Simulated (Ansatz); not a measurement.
# GaGe3 (P6_3/mmc) in Ansatz: band structure with LDA

Aim: the band structure of GaGe3 with LDA.

Program: Ansatz 0.2.0. These are calculated values, not measurements. Logs are shortened: lines on timing, memory, paths and dates and some standing lists are left out, and cuts for length are marked.

**1. The cell of the first run**

It takes space group P6_3/mmc (No. 194, hexagonal). The conventional cell has a = 5.985 Å, b = 5.985 Å, c = 5.035 Å, α = 90.00°, β = 90.00°, γ = 120.00°. Ge (site symmetry mm2) is surrounded by 8 Ge at 2.94 to 3.05 Å and 4 Ga at 2.99 to 3.07 Å. Ga (site symmetry -6m2) is surrounded by 12 Ge at 2.99 to 3.07 Å.

The cell comes from a database or a generator and needn't be the stable form of this composition.

**2. Band structure, LDA (another cell of the same crystal, with 8 atoms)**

input.yaml reads:

```yaml
crystal:
  lattice:
    - [5.98503591, 0.0, 0.0]
    - [-2.992517955, 5.1831931406, 0.0]
    - [0.0, 0.0, 5.034952]
  atoms:
    - { symbol: Ge, position: [0.163561505, 0.3271230099, 0.25] }
    - { symbol: Ge, position: [0.6728769901, 0.8364384951, 0.25] }
    - { symbol: Ge, position: [0.1635615049, 0.836438495, 0.25] }
    - { symbol: Ge, position: [0.836438495, 0.6728769901, 0.75] }
    - { symbol: Ge, position: [0.3271230099, 0.1635615049, 0.75] }
    - { symbol: Ge, position: [0.8364384951, 0.163561505, 0.75] }
    - { symbol: Ga, position: [0.3333333333, 0.6666666667, 0.75] }
    - { symbol: Ga, position: [0.6666666667, 0.3333333333, 0.25] }
hamiltonian:
  xc: lda
  pseudopotentials: { kind: paw }
kpoints:
  mp_grid: { grid: [5, 5, 5] }
  band_path:
    path:
      - [[0.0, 0.0, 0.0], [0.5, 0.0, 0.0], [0.3333333333, 0.3333333333, 0.0], [0.0, 0.0, 0.0], [0.0, 0.0, 0.5], [0.5, 0.0, 0.5], [0.3333333333, 0.3333333333, 0.5], [0.0, 0.0, 0.5]]
      - [[0.5, 0.0, 0.5], [0.5, 0.0, 0.0]]
      - [[0.3333333333, 0.3333333333, 0.0], [0.3333333333, 0.3333333333, 0.5]]
    npoints: 10
scf:
  occupations: { method: gaussian, width: 0.01 }
  n_extra_bands: 20
output:
  forces: true
  stress: true
  eigenvalues: true
  fatbands: true
  write_density: true
  write_potential: true
  elf: true
  volumetric_format: npy
```

Potentials or basis: Ansatz PAW.

The run is started by

```bash
> ansatz run input.yaml --threads 4 --pin off --max-ram 11264MiB --backend cpu --events-out ev --progress --plain --runs-dir out
```

The program printed:

```text
Warning: RAYON_NUM_THREADS=4 ignored (pool sized by the plan → 4); use --threads N
scf.n_extra_bands = 20 over 55 filled bands (N_el = 110.0): the run solves 75 bands
Engine: ansatz 0.2.0, aarch64-unknown-linux-gnu
Pseudopotentials: kind: paw
Pseudopotential: Ge, paw, valence charge 14, recommended cutoff 420 eV (normal), Ge.paw.azcp
Pseudopotential: Ga, paw, valence charge 13, recommended cutoff 420 eV (normal), Ga.paw.azcp
Functional definition: SPW92
  exchange = slater_x
  correlation = pw_c
Crystal: 8 atoms, lattice volume = 156.192 Å³
Basis set: ecut = 420 eV, 3035 PW (Γ)
Bands: 75, of which v1, the nominal top of the filled ones, is band 55 counted from 1 (54 counted from 0)
Symmetry: 24 space group operations
Space group: P63/mmc (ITA 194), of the structure as read, at distance tolerance 5.4e-5 Å
k-points: 15 of 125
Non-local potential: Ge, projectors of the file, l = 0: 2, l = 1: 2, l = 2: 3, l = 3: 1
Non-local potential: Ga, projectors of the file, l = 0: 2, l = 1: 2, l = 2: 3, l = 3: 1
PAW form: soft (Blöchl's): semilocal exchange-correlation on the pseudo side does not see the compensation charge
PAW frozen core: Ge, regenerated for the run's functional, and the local potential with it (the file was generated under x = pbe(κ = 0.804, μ = 0.2195149727645171), c = pbe(β = 0.06672455060314922))
PAW frozen core: Ga, regenerated for the run's functional, and the local potential with it (the file was generated under x = pbe(κ = 0.804, μ = 0.2195149727645171), c = pbe(β = 0.06672455060314922))
PAW one-centre angular grid: Ge, 590 points (default); XC on 64 Gauss nodes
PAW one-centre angular grid: Ga, 590 points (default); XC on 64 Gauss nodes
Initial density: superposition of atomic densities (neutral atoms: chi_scale 0, normalization atom), corrected by the library's trained network
Initial wavefunctions: pseudopotential atomic-orbital guess
Functional: x = slater, c = lda
[... 23 lines left out ...]
  E_nonlocal   = 3353.404740
  E_hartree    = 7348.627077
  E_xc         = -588.695364
  E_vxc        = -506.543172  (∫ρ·V_xc dr)
  E_paw        = -15441.504717  (= ΣΔE_a)
  E_vpaw       = -2671.953152  (= ΣTr[D̂ρ^β])
  E_aug_tail   = 0.001575  (compensation charges beyond the density's cutoff)
  E_ewald      = -11677.095786
  E_core_change = 14.906917  (= ΣΔE_core)
  E_smearing   = -0.000805  (= −TS)
  E_closure    = 0.000000  (closes the sum)
  Σ components = -32705.934938   (vs F -32705.934938, Δ=0.00e0)
--- Forces (eV/Å), atoms counted from 1 ---
  atom   1  Ge     0.00000000     0.15743031     0.00000000
  atom   2  Ge    -0.13633865    -0.07871515     0.00000000
  atom   3  Ge     0.13633865    -0.07871515     0.00000000
  atom   4  Ge    -0.00000000    -0.15743031     0.00000000
  atom   5  Ge     0.13633865     0.07871515     0.00000000
  atom   6  Ge    -0.13633865     0.07871515     0.00000000
  atom   7  Ga    -0.00000000     0.00000000     0.00000000
  atom   8  Ga     0.00000000    -0.00000000     0.00000000
  max |Σ_I F_I| component: 2.78e-17 eV/Å
--- Stress (GPa, compression-positive) ---
       -6.017782      -0.000000       0.000000
       -0.000000      -6.017782       0.000000
        0.000000       0.000000      -5.240400
  P = ⅓ Tr σ = -5.7587 GPa (-57.587 kbar)
--- Band table (eV; the first three rows and the last of 15) ---
  k-point 0: bands = ["-14.9140", "-14.9033", "-14.9033", "-14.8946", "-14.8854", "-14.8789", "-14.8789", "-14.8709", "-14.8694", "-14.8694", "-14.8662", "-14.8580", "-14.8580", "-14.8522", "-14.8414", "-14.8371", "-14.8371", "-14.8326", "-14.8326", "-14.8197", "-14.8197", "-14.8191", "-14.8191", "-14.8119", "-14.8119", "-14.7937", "-14.7908", "-14.7908", "-14.7866", "-14.7810", "-4.8945", "-4.8808", "-4.8808", "-4.8721", "-4.8721", "-4.8694", "-4.8694", "-4.8678", "-4.8583", "-4.8583", "-2.5943", "1.8521", "1.8521", "1.9048", "3.4193", "3.4193", "3.9638", "4.1157", "4.8560", "7.2516", "7.2516", "8.4419", "8.6527", "8.6527", "8.8045", "9.1231", "9.1231", "10.4553", "11.6493", "11.6493", "11.9831", "12.8235", "13.5497", "13.5497", "16.5549", "16.7245", "16.7245", "17.1590", "17.1590", "17.3012", "18.3720", "18.3720", "18.7490", "19.3768", "19.3768"]
  k-point 1: bands = ["-14.9112", "-14.9019", "-14.9019", "-14.8956", "-14.8878", "-14.8838", "-14.8838", "-14.8705", "-14.8705", "-14.8638", "-14.8636", "-14.8606", "-14.8606", "-14.8590", "-14.8364", "-14.8343", "-14.8343", "-14.8314", "-14.8314", "-14.8207", "-14.8207", "-14.8174", "-14.8174", "-14.8120", "-14.8120", "-14.8019", "-14.7879", "-14.7879", "-14.7853", "-14.7814", "-4.8895", "-4.8839", "-4.8839", "-4.8760", "-4.8760", "-4.8677", "-4.8656", "-4.8656", "-4.8574", "-4.8574", "-2.3633", "0.9124", "2.0588", "2.0588", "3.5114", "3.5114", "4.0556", "4.1979", "6.1569", "6.1569", "6.5790", "7.3902", "7.4896", "7.6424", "7.6424", "10.7356", "10.7356", "12.2430", "12.9114", "12.9114", "13.0520", "13.3309", "13.8382", "13.8382", "15.9236", "16.3853", "16.3853", "16.4710", "17.3964", "17.3964", "17.5447", "18.1918", "18.1918", "19.2593", "19.2593"]
  k-point 2: bands = ["-14.9042", "-14.8980", "-14.8980", "-14.8964", "-14.8920", "-14.8920", "-14.8903", "-14.8796", "-14.8698", "-14.8698", "-14.8660", "-14.8660", "-14.8459", "-14.8450", "-14.8369", "-14.8327", "-14.8327", "-14.8311", "-14.8311", "-14.8221", "-14.8221", "-14.8216", "-14.8216", "-14.8215", "-14.7981", "-14.7981", "-14.7886", "-14.7886", "-14.7838", "-14.7824", "-4.8858", "-4.8858", "-4.8826", "-4.8826", "-4.8789", "-4.8704", "-4.8604", "-4.8604", "-4.8575", "-4.8575", "-1.6730", "-0.5438", "2.6428", "2.6428", "3.3599", "3.3599", "4.6751", "4.8896", "5.5245", "5.5245", "5.8231", "6.0289", "6.2723", "6.2723", "9.4919", "12.7925", "13.1704", "13.1704", "13.7188", "14.2060", "14.2060", "14.7504", "14.7715", "14.7715", "14.8961", "15.3986", "15.3986", "15.5119", "18.1168", "18.1168", "18.3470", "18.4749", "18.4749", "18.4882", "18.4882"]
  k-point 14: bands = ["-14.8919", "-14.8881", "-14.8822", "-14.8778", "-14.8761", "-14.8746", "-14.8728", "-14.8708", "-14.8654", "-14.8629", "-14.8524", "-14.8509", "-14.8492", "-14.8450", "-14.8428", "-14.8386", "-14.8379", "-14.8351", "-14.8319", "-14.8292", "-14.8288", "-14.8263", "-14.8258", "-14.8226", "-14.8180", "-14.8176", "-14.8118", "-14.8071", "-14.7991", "-14.7926", "-4.8806", "-4.8761", "-4.8759", "-4.8754", "-4.8728", "-4.8727", "-4.8691", "-4.8660", "-4.8656", "-4.8650", "-0.4771", "0.0865", "0.6926", "0.7999", "1.5928", "2.2462", "4.2752", "4.9817", "6.9727", "7.5097", "8.2185", "9.0422", "9.4940", "10.1271", "10.2170", "10.8893", "11.3585", "11.4328", "11.6482", "12.1374", "12.1493", "12.2596", "13.0582", "13.4616", "13.7790", "14.5265", "14.5475", "15.0562", "15.1207", "15.3725", "15.7306", "16.2708", "19.6862", "20.7087", "20.8162"]
```

bands.tsv:

```text
[... 115 lines left out ...]
```

Wall time 22 s (4 threads of Arm Neoverse V1, shared host); peak memory 0.9 GiB.

Results:

| Property | Result |
| --- | --- |
| Free energy | -32705.9349 eV |
| Pressure | -5.8 GPa |
| Largest force | 0.157 eV/Å |
| Band gap on the k mesh | none (metal or under the smearing width) |

Forces in eV/Å, atoms in the order of the input:
```
Ge   0.000  0.157  0.000
Ge  -0.136 -0.079  0.000
Ge   0.136 -0.079  0.000
Ge   0.000 -0.157  0.000
Ge   0.136  0.079  0.000
Ge  -0.136  0.079  0.000
Ga   0.000  0.000  0.000
Ga   0.000  0.000  0.000
```

Levels at the corners of the path, in eV from the Fermi level:
```
point  band 50  band 51  band 52  band 53  band 54  band 55  band 56  band 57  band 58  band 59
    Γ    -2.64    -2.64    -1.45    -1.24    -1.24    -1.09    -0.77    -0.77     0.56     1.76
    M    -3.37    -2.08    -1.72    -1.57    -1.54    -1.22    -0.51     0.46     0.53     1.81
    K    -3.23    -2.91    -2.91    -0.19    -0.19     0.26     0.49     0.49     1.01     1.45
    Γ    -2.64    -2.64    -1.45    -1.24    -1.24    -1.09    -0.77    -0.77     0.56     1.76
    A    -4.45    -4.12    -4.12    -4.12    -4.12     1.22     1.22     4.26     4.26     4.26
    L    -1.73    -1.52    -1.52    -0.03    -0.03     0.09     0.09     1.25     1.25     1.72
    H    -2.83    -1.82    -1.82     1.06     1.06     1.16     1.16     1.53     1.53     2.15
    A    -4.45    -4.12    -4.12    -4.12    -4.12     1.22     1.22     4.26     4.26     4.26
    L    -1.73    -1.52    -1.52    -0.03    -0.03     0.09     0.09     1.25     1.25     1.72
    M    -3.37    -2.08    -1.72    -1.57    -1.54    -1.22    -0.51     0.46     0.53     1.81
    K    -3.23    -2.91    -2.91    -0.19    -0.19     0.26     0.49     0.49     1.01     1.45
    H    -2.83    -1.82    -1.82     1.06     1.06     1.16     1.16     1.53     1.53     2.15
```

Caveat: the PAW data sets come from PBE, with cores solved anew for the run's functional, which leaves a small shift of forces and pressure.
